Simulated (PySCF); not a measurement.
# [Eu(NO2)2]+: other functionals and bases at one geometry

The task here is to estimate one member of a computed series from the others.

The runs use PySCF 2.14.0; several levels, as the steps say, no spin–orbit coupling.

3 further runs of the same task are left out: 2 for a known fault of the program, 1 that didn't finish.

## Where the work starts

7 atoms, charge 1, spin multiplicity 1.

Bond lengths: Eu1–O2 2.308 Å, Eu1–O3 2.308 Å, Eu1–N4 2.758 Å, Eu1–O5 2.308 Å, Eu1–O6 2.308 Å, Eu1–N7 2.758 Å, O2–N4 1.289 Å, O3–N4 1.289 Å, O5–N7 1.289 Å, O6–N7 1.289 Å. Angles: O2–Eu1–O3 55.4°, O2–Eu1–N4 27.7°, O2–Eu1–O5 141.6°, O2–Eu1–O6 141.6°, O2–Eu1–N7 152.3°, O3–Eu1–N4 27.7°, O3–Eu1–O5 141.6°, O3–Eu1–O6 141.6°, O3–Eu1–N7 152.3°, N4–Eu1–O5 152.3°, N4–Eu1–O6 152.3°, N4–Eu1–N7 180.0°, O5–Eu1–O6 55.4°, O5–Eu1–N7 27.7°, O6–Eu1–N7 27.7°, Eu1–O2–N4 96.0°, Eu1–O3–N4 96.0°, Eu1–N4–O2 56.3° and more.

Coordinates:

```xyz
7
EuN2O4
Eu    0.0000    0.0000    0.0000
O     0.7583    0.7583    2.0432
O    -0.7583   -0.7583    2.0432
N     0.0000    0.0000    2.7580
O     0.7583   -0.7583   -2.0432
O    -0.7583    0.7583   -2.0432
N     0.0000    0.0000   -2.7580
```

Formal oxidation states: Eu +3. Each metal's 6 4f electrons lie in its core potential, so multiplicities, spins and levels count the valence alone. An earlier session relaxed this geometry at PBE, Eu lcecp-1-SVP with ECP52, O def2-SVP, N def2-SVP (singlet, point group D2d).

At PBE on the finer grid: E = -444.717179 Eh, HOMO -11.67 eV, LUMO -9.27 eV, Mulliken charge on Eu1 +1.45 e, largest force component 0.014 eV/Å. 

Levels to run: PBE0; B3LYP; HF; BP86; PBE, TZVP. Hardware: 2 threads of Arm Neoverse V2, shared host.

Set-up of the first run:

Input file run.py (the lines that set the calculation):

```python
mol = gto.M(atom='''
Eu     0.00000     0.00000     0.00000
O      0.75830     0.75830     2.04323
O     -0.75830    -0.75830     2.04323
N      0.00000     0.00000     2.75802
O      0.75830    -0.75830    -2.04323
O     -0.75830     0.75830    -2.04323
N      0.00000     0.00000    -2.75802''',
    basis={'Eu': 'lcecp-1-SVP', 'O': 'def2-SVP', 'N': 'def2-SVP'},
    ecp={'Eu': 'lcecp-1-SVP'},
    charge=1, spin=0)
mf = dft.RKS(mol, xc='PBE0')
mf.grids.atom_grid = (75, 302)  # f atoms: unpruned, at least (60, 302)
mf = mf.density_fit()  # fitting sets: Eu AutoAux, O def2-universal-JKFIT, N def2-universal-JKFIT
mf.conv_tol = 1e-08; mf.max_cycle = 55
mf.kernel(dm0)  # dm0: the density of the relaxed state
```

Run with:

```sh
$ OMP_NUM_THREADS=2 python run.py
```

Among the steps run: PBE0; B3LYP; HF; BP86; PBE, TZVP.

One of the session's tables, all rows but one given; the rest of the session is left out.

```
             level  HOMO (eV)  gap (eV)  charge on Eu1 (e)  largest force component (eV/Å)
PBE (relaxed here)     -11.67      2.40               1.45                            0.01
              PBE0     -13.34      5.13               1.64                            1.34
             B3LYP     -13.05      4.60               1.58                            0.64
                HF     -17.65     12.46               2.03                            3.26
              BP86     -11.79      2.43               1.47                            0.21
         PBE, TZVP          ?         ?                  ?                               ?
```

**Question.** Estimate the row for PBE, TZVP.

As computed: HOMO (eV): -11.64; gap (eV): 2.51; charge on Eu1 (e): 1.64; largest force component (eV/Å): 0.18. In the column «HOMO (eV)» it is the highest.

In one basis the HOMO–LUMO gap runs from 2.40 eV (PBE) to 12.46 eV (HF). The largest leftover force, 3.26 eV/Å with HF, stands at a geometry relaxed at another level. With 4f in the core, its levels are missing from HOMO and gap, and its count is fixed, so no charge can pass from the ligands into it. Total energies of different levels can't be compared.
